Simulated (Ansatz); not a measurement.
W, space group Pbcm: a test of the smearing width, run with Ansatz 0.2.0, Python API.

The script, `smear_w.py`:
```python
# -*- coding: utf-8 -*-
"""Smearing width test for W."""

import csv
import warnings

import ansatz as az
import numpy as np


def main():
    warnings.simplefilter("ignore", az.DeckWarning)

    vectors = np.array([
        [2.809662, 0.0, 0.0],
        [0.0, 4.86387, 0.0],
        [0.0, 0.0, 4.923695],
    ])
    cell = (
        az.Lattice.of(vectors)
        .atom("W", [0.793172, 0.563157, 0.25])
        .atom("W", [0.206828, 0.063157, 0.25])
        .atom("W", [0.206828, 0.436843, 0.75])
        .atom("W", [0.793172, 0.936843, 0.75])
    )

    calculation = (
        cell.calculation()
        .basis(550)
        .functional("pbesol")
        .kpoints(8, 5, 5)
        .stress()
    )

    rows = []
    for value in [0.3, 0.2, 0.1, 0.05]:
        report = calculation.occupations("gaussian", width=value).run(threads=1).report
        rows.append((value, report["free_energy_ev"] / len(report["lattice"]["sites"]), report["n_iterations"], sum(report["stress_gpa"][i][i] for i in range(3)) / 3, report["n_kpoints"]))

    with open("smear.csv", "w", newline="") as handle:
        writer = csv.writer(handle)
        writer.writerow(["width (eV)", "F/atom (eV)", "iterations", "P (GPa)", "k-points"])
        writer.writerows([round(v, 5) if isinstance(v, float) else v for v in row] for row in rows)

    # the last row is the reference
    for row in rows[:-1]:
        shift = 1000 * (row[1] - rows[-1][1])
        print(f"{row[0]}: {shift:+.2f} meV/atom" + ("  (within 2 meV)" if abs(shift) < 2 else ""))


if __name__ == "__main__":
    main()
```

How much does the free energy per atom change between the narrowest and the widest smearing, and why?

Going from 0.05 to 0.3 eV changes F by -20.2 meV an atom. With this scheme F falls roughly as the square of the width; the report's estimate for zero width (energy_sigma0_ev) moves by only -0.1 meV. The pressure moves from -10.85 to -10.65 GPa.

What the script printed:

```console
$ python smear_w.py
0.3: -20.18 meV/atom
0.2: -8.78 meV/atom
0.1: -1.94 meV/atom  (within 2 meV)
```

File `smear.csv` afterwards:
```csv
width (eV),F/atom (eV),iterations,P (GPa),k-points
0.3,-10256.04736,6,-10.64651,45
0.2,-10256.03596,6,-10.7412,45
0.1,-10256.02912,6,-10.81157,45
0.05,-10256.02718,6,-10.85472,45
```

The mesh is modest for a metal, so energies can be off by several to tens of meV an atom and pressures by half a GPa or more; differences at equal mesh fare better. The free energy holds a sizeable smearing term, which stands for no physical temperature. The narrowest width needs the finest mesh, so the last row is no converged reference. Pressure is positive in compression. Spin-orbit coupling, which matters for elements this heavy, is left out. At these settings the cell as given stands under about -11 GPa, so it isn't at this functional's equilibrium volume. This isn't the structure that W takes at ambient conditions. Wall time of the script: 28 s on 1 thread of Arm Neoverse V1 (shared host), peak memory 0.45 GiB.
